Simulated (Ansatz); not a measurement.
# BFHN + HF: a complex and its separated parts

The complex below is one end of an elementary step. How strongly is it bound against its free parts?

Program: Ansatz 0.2.0, Gaussian basis. Level of theory: PBE0-D4/def2-TZVP structures, single points in def2-TZVPP, no counterpoise correction. These are calculated values, not measurements.

Levels: SPW92, PBE-D4, BLYP-D4, r2SCAN-D4, B97M-V, PBE0-D4, B3LYP-D4, r2SCAN0-D4, BHLYP-D4, CAM-B3LYP-D4, wB97X-V, wB97M-V, B2PLYP, PBE-QIDH, RPA on PBE, Hartree-Fock, MP2, CCSD, CCSD(T).

Cores are frozen in the correlated methods. B3LYP uses VWN-RPA correlation. B2PLYP carries no dispersion term here.

11 further runs of the same task are left out: 11 set aside as unsound or not needed.

## (1) Where the work starts

The complex: 6 atoms, charge 0, spin multiplicity 1.

Atoms are counted from 1 here; the program's logs count them from 0.

Bond lengths: B1–N3 1.252 Å, B1–F5 1.281 Å, F2–H4 0.942 Å, N3–H6 0.996 Å. Angles: N3–B1–F5 174.0°, B1–N3–H6 149.2°.

Geometry (Å):

```mol
BF2H2N
  3D, bonds by distance, orders not assigned

  6  4  0  0  0  0  0  0  0  0999 V2000
   -0.7484   -0.2847   -0.8463 B   0  0
    0.6537    1.3342    1.6297 F   0  0
    0.3047   -0.6122   -0.2528 N   0  0
    0.5545    0.6517    0.9886 H   0  0
   -1.8311    0.1562   -1.3709 F   0  0
    1.0668   -1.2452   -0.1482 H   0  0
  1  3  8  0
  1  5  8  0
  2  4  8  0
  3  6  8  0
M  END
```

Its parts: BFHN holds atoms 1, 3, 5, 6; HF holds atoms 2, 4. Each part counts its atoms afresh in its own runs.

## (2) Relaxing BFHN alone

relax-a/in.yaml reads:

```yaml
crystal:
  periodic: [false, false, false]
  atoms:
    - {symbol: B, position_ang: [-0.748446, -0.284657, -0.846260]}
    - {symbol: N, position_ang: [0.304734, -0.612210, -0.252831]}
    - {symbol: F, position_ang: [-1.831114, 0.156161, -1.370916]}
    - {symbol: H, position_ang: [1.066774, -1.245246, -0.148202]}
basis:
  gaussian: {orbitals: def2-TZVP}
hamiltonian: {xc: pbe0, dispersion: d4}
relax: {f_tol: 0.005, max_steps: 200}
```

No record of the launch command was kept for these runs.

Log, shortened:

```text
Functional definition: PBE0
  name "PBE0"
  cite "Adamo & Barone, J. Chem. Phys. 110, 6158 (1999) doi:10.1063/1.478522"
  cite "Perdew, Burke & Ernzerhof, Phys. Rev. Lett. 77, 3865 (1996) doi:10.1103/PhysRevLett.77.3865"
  parent pbe
[...]
524 factors; their error is unknown
[...]
mean field -4897.34847804 eV, -179.9742370259 hartree, gradient 2.6e-5 eV, S^2 0.000000; 0 other end points of the search recorded, 0 dependent functions left out
[...]
reference -4897.34850250 eV, -179.9742379249 hartree; 11, 11 occupied and 88, 88 virtual orbitals, 524 factors
relax step   1: F+E_penalty+E_count = -4897.37969879 eV  Δ(F+E_penalty+E_count) = +0.000e0 eV  max|allowed force component| = 8.267e-1 eV/Å  Δτ_max = 0.0000 Å  (24 SCF iters, accepted)
[...]
relax step   6: F+E_penalty+E_count = -4897.42669290 eV  Δ(F+E_penalty+E_count) = -4.470e-3 eV  max|allowed force component| = 1.637e-2 eV/Å  Δτ_max = 0.0146 Å  (30 SCF iters, accepted)
[...]
relax step   7: F+E_penalty+E_count = -4897.42669881 eV  Δ(F+E_penalty+E_count) = -5.905e-6 eV  max|allowed force component| = 4.238e-4 eV/Å  Δτ_max = 0.0020 Å  (31 SCF iters, accepted)
524 factors; their error is unknown
[...]
mean field -4897.39551986 eV, -179.9759657811 hartree, gradient 7.7e-6 eV, S^2 0.000000; 1 other end points of the search recorded, 0 dependent functions left out
[...]
reference -4897.39554387 eV, -179.9759666634 hartree; 11, 11 occupied and 88, 88 virtual orbitals, 524 factors
Total energy: -4897.42672281 eV, -179.9771124684 hartree
Atom 0 at    -0.757986    -0.286807    -0.855817 Å, force     0.000018     0.000002     0.000011 eV/Å
Atom 1 at     0.282087    -0.765303    -0.396860 Å, force     0.000119     0.000130     0.000162 eV/Å
Atom 2 at    -1.848651     0.214848    -1.337168 Å, force     0.000287    -0.000190     0.000094 eV/Å
Atom 3 at     1.116498    -1.148690    -0.028365 Å, force    -0.000424     0.000059    -0.000267 eV/Å
Dipole moment:     0.088744    -0.040651     0.039265 e Å
```

Wall time 10 s (2 threads, shared host); peak memory 0.16 GiB.

Relaxation path:

```csv
step,energy from step 1 (eV),largest force component (eV/Å)
1,0.0000,0.8267
2,-0.0059,0.2521
3,-0.0127,0.3086
4,-0.0234,0.4367
5,-0.0425,0.9263
6,-0.0470,0.0164
7,-0.0470,0.0004
```

Close pairs (by a distance rule), those that changed most:

```
 bond  before (Å)  after (Å)  change (Å)
B1–N2       1.252      1.233      -0.019
B1–F3       1.281      1.293      +0.012
N2–H4       0.996      0.989      -0.007
```

## (3) Relaxing HF alone

relax-b/in.yaml reads:

```yaml
crystal:
  periodic: [false, false, false]
  atoms:
    - {symbol: F, position_ang: [0.653673, 1.334219, 1.629651]}
    - {symbol: H, position_ang: [0.554479, 0.651733, 0.988558]}
basis:
  gaussian: {orbitals: def2-TZVP}
hamiltonian: {xc: pbe0, dispersion: d4}
relax: {f_tol: 0.005, max_steps: 200}
```

Log, shortened:

```text
[... 5 set-up lines as earlier in the session ...]
[...]
200 factors; their error is unknown
[...]
mean field -2731.78829922 eV, -100.3913683238 hartree, gradient 6.8e-6 eV, S^2 0.000000; 0 other end points of the search recorded, 0 dependent functions left out
[...]
reference -2731.78830797 eV, -100.3913686453 hartree; 5, 5 occupied and 32, 32 virtual orbitals, 200 factors
relax step   1: F+E_penalty+E_count = -2731.78981957 eV  Δ(F+E_penalty+E_count) = +0.000e0 eV  max|allowed force component| = 8.777e-1 eV/Å  Δτ_max = 0.0000 Å  (21 SCF iters, accepted)
[...]
relax step   4: F+E_penalty+E_count = -2731.80321280 eV  Δ(F+E_penalty+E_count) = -1.657e-6 eV  max|allowed force component| = 5.448e-3 eV/Å  Δτ_max = 0.0002 Å  (25 SCF iters, accepted)
[...]
relax step   5: F+E_penalty+E_count = -2731.80321326 eV  Δ(F+E_penalty+E_count) = -4.656e-7 eV  max|allowed force component| = 2.526e-6 eV/Å  Δτ_max = 0.0001 Å  (25 SCF iters, accepted)
200 factors; their error is unknown
[...]
mean field -2731.80169997 eV, -100.3918607921 hartree, gradient 2.5e-5 eV, S^2 0.000000; 1 other end points of the search recorded, 0 dependent functions left out
[...]
reference -2731.80170840 eV, -100.3918611022 hartree; 5, 5 occupied and 32, 32 virtual orbitals, 200 factors
Total energy: -2731.80322170 eV, -100.3919167147 hartree
Atom 0 at     0.652538     1.326407     1.622313 Å, force    -0.000000    -0.000003    -0.000002 eV/Å
Atom 1 at     0.555614     0.659545     0.995896 Å, force     0.000000     0.000003     0.000002 eV/Å
Dipole moment:    -0.042225    -0.290521    -0.272901 e Å
```

Wall time 1.2 s (2 threads, shared host); peak memory 0.1 GiB.

The steps of the relaxation:

```csv
step,energy from step 1 (eV),largest force component (eV/Å)
1,0.0000,0.8777
2,-0.0128,0.1999
3,-0.0134,0.0116
4,-0.0134,0.0054
5,-0.0134,0.0000
```

The bond:

```csv
bond,before (Å),after (Å),change (Å)
F1–H2,0.942,0.920,-0.022
```

## (4) wB97M-V/def2-TZVPP

parta/in.yaml reads:

```yaml
crystal:
  periodic: [false, false, false]
  atoms:
    - {symbol: B, position_ang: [-0.757986, -0.286807, -0.855817]}
    - {symbol: N, position_ang: [0.282087, -0.765303, -0.396860]}
    - {symbol: F, position_ang: [-1.848651, 0.214848, -1.337168]}
    - {symbol: H, position_ang: [1.116498, -1.148690, -0.028365]}
basis:
  gaussian: {orbitals: def2-TZVPP}
hamiltonian: {xc: {name: wB97M-V}}
```

partb/in.yaml reads:

```yaml
crystal:
  periodic: [false, false, false]
  atoms:
    - {symbol: F, position_ang: [0.652538, 1.326407, 1.622313]}
    - {symbol: H, position_ang: [0.555614, 0.659545, 0.995896]}
basis:
  gaussian: {orbitals: def2-TZVPP}
hamiltonian: {xc: {name: wB97M-V}}
```

Output in parta, shortened:

```text
Functional definition: wB97M-V
  name "wB97M-V"
  cite "Mardirossian & Head-Gordon, J. Chem. Phys. 144, 214110 (2016) doi:10.1063/1.4952647"
  cite "Becke, J. Chem. Phys. 107, 8554 (1997) doi:10.1063/1.475007"
  cite "Vydrov & Van Voorhis, J. Chem. Phys. 133, 244103 (2010) doi:10.1063/1.3521275"
  # Of w^i u^j: cxij and so on, Table III.
[...]
  gx(w, u) = 1 - cx + cx01*u + cx10*w
  gss(w, u) = css00 + css04*u^4 + css10*w + css20*w^2 + css43*w^4*u^3
  gos(w, u) = cos00 + cos10*w + (cos20 + cos21*u)*w^2 + (cos60 + cos61*u)*w^6
[...]
      + integral(e_c_pw_mod_opposite_spin*gos(b97_w_opposite, b97_u_opposite)) + vv10(b, c)
539 factors; their error is unknown
124 factors; integrals over basis functions are off by at most 3.8e-5 eV
[...]
mean field -4901.41867198 eV, -180.1238138943 hartree, gradient 3.4e-5 eV, S^2 0.000000; 0 other end points of the search recorded, 0 dependent functions left out
reference -4901.41871158 eV, -180.1238153495 hartree; 11, 11 occupied and 96, 96 virtual orbitals, 539 factors
Total energy: -4901.41871158 eV, -180.1238153495 hartree
```

Output in partb, shortened:

```text
[... 5 set-up lines as earlier in the session ...]
  # Of w^i u^j: cxij and so on, Table III.
[...]
  gx(w, u) = 1 - cx + cx01*u + cx10*w
  gss(w, u) = css00 + css04*u^4 + css10*w + css20*w^2 + css43*w^4*u^3
  gos(w, u) = cos00 + cos10*w + (cos20 + cos21*u)*w^2 + (cos60 + cos61*u)*w^6
[...]
      + integral(e_c_pw_mod_opposite_spin*gos(b97_w_opposite, b97_u_opposite)) + vv10(b, c)
215 factors; their error is unknown
48 factors; integrals over basis functions are off by at most 2.2e-5 eV
[...]
mean field -2733.67553275 eV, -100.4607228768 hartree, gradient 1.2e-5 eV, S^2 0.000000; 0 other end points of the search recorded, 0 dependent functions left out
reference -2733.67554742 eV, -100.4607234157 hartree; 5, 5 occupied and 40, 40 virtual orbitals, 215 factors
Total energy: -2733.67554742 eV, -100.4607234157 hartree
```

Times: 2.4 s (parta), 0.55 s (partb) on 2 threads, shared host; peak memory 0.18 GiB.

## (5) CCSD(T)/def2-TZVPP

The same edit goes into each in.yaml of step 4 (parta, partb):

```diff
-hamiltonian: {xc: {name: wB97M-V}}
+correlation: {method: ccsd_t}
```

Log of parta, shortened:

```text
Functional definition: HF
  name "HF"
  cite "Fock, Z. Phys. 61, 126 (1930) doi:10.1007/BF01340294"
[... 1 set-up line as earlier in the session ...]
[...]
685 factors; integrals over basis functions are off by at most 1.0e-3 eV
[...]
mean field -4878.59860437 eV, -179.2851918776 hartree, gradient 2.4e-6 eV, S^2 0.000000; 0 other end points of the search recorded, 0 dependent functions left out
3 core orbitals not correlated: weight in the atoms' cores, before any rotation towards them, 1.000 or more for the frozen orbitals, at most 0.000 for the correlated occupied ones
reference -4878.59860437 eV, -179.2851918776 hartree; 8, 8 occupied and 96, 96 virtual orbitals, 685 factors
second order -14.68529381 eV of doubles, -0.00000000 eV of singles
cycle   1  -14.44671423 eV  change    2.4e-1 eV  update   8.1e-2
[...]
cycle   8  -14.82642705 eV  change    1.2e-5 eV  update   1.9e-5
perturbative correction -0.55529359 eV, -0.0204066630 hartree
Total energy: -4893.98032501 eV, -179.8504596850 hartree
```

Log of partb, shortened:

```text
[... 4 set-up lines as earlier in the session ...]
[...]
287 factors; integrals over basis functions are off by at most 1.0e-3 eV
[...]
mean field -2722.91269171 eV, -100.0651957638 hartree, gradient 4.5e-6 eV, S^2 0.000000; 0 other end points of the search recorded, 0 dependent functions left out
1 core orbitals not correlated: weight in the atoms' cores, before any rotation towards them, 1.000 or more for the frozen orbitals, at most 0.000 for the correlated occupied ones
reference -2722.91269171 eV, -100.0651957638 hartree; 4, 4 occupied and 40, 40 virtual orbitals, 287 factors
second order -7.36487189 eV of doubles, -0.00000000 eV of singles
cycle   1  -7.29622715 eV  change    6.9e-2 eV  update   3.9e-2
[...]
cycle   8  -7.43091075 eV  change    1.9e-7 eV  update   3.3e-6
perturbative correction -0.17033954 eV, -0.0062598626 hartree
Total energy: -2730.51394199 eV, -100.3445365595 hartree
```

They took 3.7 s (parta), 0.35 s (partb) on 2 threads, shared host; peak memory 0.35 GiB.

## (6) Vibrations of BFHN

vib-parta/in.yaml reads:

```yaml
crystal:
  periodic: [false, false, false]
  atoms:
    - {symbol: B, position_ang: [-0.757986, -0.286807, -0.855817]}
    - {symbol: N, position_ang: [0.282087, -0.765303, -0.396860]}
    - {symbol: F, position_ang: [-1.848651, 0.214848, -1.337168]}
    - {symbol: H, position_ang: [1.116498, -1.148690, -0.028365]}
basis:
  gaussian: {orbitals: def2-TZVP}
hamiltonian: {xc: pbe0, dispersion: d4}
phonons: {temperatures: {t_min: 298.15, t_max: 900, t_step: 200}}
```

Log, shortened:

```text
[... 5 set-up lines as earlier in the session ...]
[...]
524 factors; their error is unknown
[...]
mean field -4897.39551987 eV, -179.9759657811 hartree, gradient 1.5e-5 eV, S^2 0.000000; 0 other end points of the search recorded, 0 dependent functions left out
[...]
reference -4897.39554387 eV, -179.9759666635 hartree; 11, 11 occupied and 88, 88 virtual orbitals, 524 factors
[... from here to the last solve, the lines of the solves are left out (15 solves) ...]
524 factors; their error is unknown
mean field -4897.39550306 eV, -179.9759651634 hartree, gradient 2.6e-6 eV, S^2 0.000000; 0 other end points of the search recorded, 0 dependent functions left out
[...]
reference -4897.39552706 eV, -179.9759660456 hartree; 11, 11 occupied and 88, 88 virtual orbitals, 524 factors
Total energy: -4897.42672281 eV, -179.9771124683 hartree
Atom 0 at    -0.757986    -0.286807    -0.855817 Å, force     0.000059    -0.000015     0.000034 eV/Å
Atom 1 at     0.282087    -0.765303    -0.396860 Å, force     0.000110     0.000133     0.000157 eV/Å
Atom 2 at    -1.848651     0.214848    -1.337168 Å, force     0.000278    -0.000187     0.000087 eV/Å
Atom 3 at     1.116498    -1.148690    -0.028365 Å, force    -0.000446     0.000069    -0.000278 eV/Å
Dipole moment:     0.088744    -0.040651     0.039265 e Å
Vibrations: 285.63 285.72 482.25 482.27 1023.77 2151.64 3918.75 cm⁻¹, zero-point energy 0.534994 eV
```

Wall time 13 s (2 threads, shared host); peak memory 0.16 GiB.

Wavenumbers and character of the modes:

```
mode  wavenumber (cm⁻¹)    character
   1                286         bend
   2                286         bend
   3                482         bend
   4                482         bend
   5               1024  B–F stretch
   6               2152  B–N stretch
   7               3919  N–H stretch
```

Vibrational sums (real modes only):

```csv
T (K),entropy (J/mol/K),heat capacity (J/mol/K)
298,18.8,26.5
498,34.6,34.8
698,47.1,39.4
898,57.5,42.8
```

## (7) Vibrations of HF

vib-partb/in.yaml reads:

```yaml
crystal:
  periodic: [false, false, false]
  atoms:
    - {symbol: F, position_ang: [0.652538, 1.326407, 1.622313]}
    - {symbol: H, position_ang: [0.555614, 0.659545, 0.995896]}
basis:
  gaussian: {orbitals: def2-TZVP}
hamiltonian: {xc: pbe0, dispersion: d4}
phonons: {temperatures: {t_min: 298.15, t_max: 900, t_step: 200}}
```

Log, shortened:

```text
[... 5 set-up lines as earlier in the session ...]
[...]
200 factors; their error is unknown
[...]
mean field -2731.80169997 eV, -100.3918607921 hartree, gradient 6.9e-6 eV, S^2 0.000000; 0 other end points of the search recorded, 0 dependent functions left out
[...]
reference -2731.80170840 eV, -100.3918611022 hartree; 5, 5 occupied and 32, 32 virtual orbitals, 200 factors
[...]
200 factors; their error is unknown
[...]
mean field -2731.80169997 eV, -100.3918607921 hartree, gradient 3.9e-7 eV, S^2 0.000000; 0 other end points of the search recorded, 0 dependent functions left out
[...]
reference -2731.80170840 eV, -100.3918611021 hartree; 5, 5 occupied and 32, 32 virtual orbitals, 200 factors
[...]
200 factors; their error is unknown
[...]
mean field -2731.80150989 eV, -100.3918538069 hartree, gradient 3.9e-7 eV, S^2 0.000000; 0 other end points of the search recorded, 0 dependent functions left out
[...]
reference -2731.80151829 eV, -100.3918541156 hartree; 5, 5 occupied and 32, 32 virtual orbitals, 200 factors
[...]
200 factors; their error is unknown
mean field -2731.80151063 eV, -100.3918538341 hartree, gradient 3.9e-7 eV, S^2 0.000000; 0 other end points of the search recorded, 0 dependent functions left out
[...]
reference -2731.80151911 eV, -100.3918541455 hartree; 5, 5 occupied and 32, 32 virtual orbitals, 200 factors
Total energy: -2731.80322170 eV, -100.3919167147 hartree
Atom 0 at     0.652538     1.326407     1.622313 Å, force     0.000002     0.000012     0.000011 eV/Å
Atom 1 at     0.555614     0.659545     0.995896 Å, force    -0.000002    -0.000012    -0.000011 eV/Å
Dipole moment:    -0.042225    -0.290521    -0.272901 e Å
Vibrations: 4152.88 cm⁻¹, zero-point energy 0.257446 eV
```

It took 2 s on 2 threads, shared host; peak memory 0.1 GiB.

Wavenumbers and character of the modes:

| mode | wavenumber (cm⁻¹) | character |
| --- | --- | --- |
| 1 | 4153 | F–H stretch |

Vibrational sums (real modes only):

| T (K) | entropy (J/mol/K) | heat capacity (J/mol/K) |
| --- | --- | --- |
| 298 | 0.0 | 0.0 |
| 498 | 0.0 | 0.0 |
| 698 | 0.0 | 0.1 |
| 898 | 0.1 | 0.5 |

## (8) Complex less separated parts

The complex's own energies come from single points at the same levels. Levels not printed above were run the same way.

Rows are in def2-TZVPP; times add the 3 runs of a level on a shared host, so small differences are noise.

Differences are taken before rounding.

| method | rung | complex less parts (kJ/mol) | from CCSD(T) (kJ/mol) | time |
| --- | --- | --- | --- | --- |
| SPW92 | LDA | -47.8 | -22.2 | 1.7 s |
| PBE-D4 | GGA | -35.6 | -9.9 | 3.1 s |
| BLYP-D4 | GGA | -32.7 | -7.1 | 3.3 s |
| r2SCAN-D4 | meta-GGA | -33.9 | -8.3 | 4.2 s |
| B97M-V | meta-GGA | -31.0 | -5.4 | 7.5 s |
| PBE0-D4 | hybrid | -32.1 | -6.4 | 2.6 s |
| B3LYP-D4 | hybrid | -31.0 | -5.3 | 2.6 s |
| r2SCAN0-D4 | hybrid | -31.6 | -6.0 | 4.2 s |
| BHLYP-D4 | hybrid | -28.9 | -3.3 | 3 s |
| CAM-B3LYP-D4 | range-separated hybrid | -31.4 | -5.8 | 3.8 s |
| wB97X-V | range-separated hybrid | -29.2 | -3.5 | 7.8 s |
| wB97M-V | range-separated hybrid | -29.0 | -3.4 | 7.7 s |
| B2PLYP | double hybrid | -27.1 | -1.5 | 5.2 s |
| PBE-QIDH | double hybrid | -28.0 | -2.4 | 4.8 s |
| RPA on PBE | RPA | -23.0 | +2.6 | 5.7 s |
| Hartree-Fock | wavefunction | -15.0 | +10.6 |  |
| MP2 | wavefunction | -26.3 | -0.7 |  |
| CCSD | wavefunction | -23.3 | +2.4 |  |
| CCSD(T) | wavefunction | -25.6 | 0 | 25 s |

Among the levels timed on like hardware and quicker than the yardstick, those that no quicker one beats, quickest first: SPW92 (1.7 s, -22.2 kJ/mol); B3LYP-D4 (2.6 s, -5.3 kJ/mol); BHLYP-D4 (3 s, -3.3 kJ/mol); PBE-QIDH (4.8 s, -2.4 kJ/mol); B2PLYP (5.2 s, -1.5 kJ/mol).

B2PLYP reaches 1.5 kJ/mol from the reference in 5.2 s, where CCSD(T) took 25 s; the quickest level in the cost chart, SPW92, takes 1.7 s and misses by 22.2 kJ/mol.

The complex's zero-point energy, from a separate PBE0-D4 run, is 0.867 eV.

## (9) Results

```
                              quantity         value
complex less parts, CCSD(T)/def2-TZVPP  -25.6 kJ/mol
                with zero-point energy  -18.4 kJ/mol
                 largest T1 diagnostic         0.013
```

At CCSD(T) the complex lies 25.6 kJ/mol below its parts. The functionals run from B2PLYP, off by -1.5 kJ/mol, to SPW92, off by -22.2 kJ/mol, against CCSD(T). By rung, the mean size of the error is: LDA 22.2, GGA 8.5, meta-GGA 6.8, hybrid 5.3, range-separated hybrid 4.2, double hybrid 2.0 kJ/mol. PBE-D4 gives a relative energy 9.9 kJ/mol too low, outside chemical accuracy (1 kcal/mol, 4.2 kJ/mol). No counterpoise was applied, and triple zeta lacks some correlation, so the CCSD(T) reference has a basis error of its own, and close matches with it are partly luck.
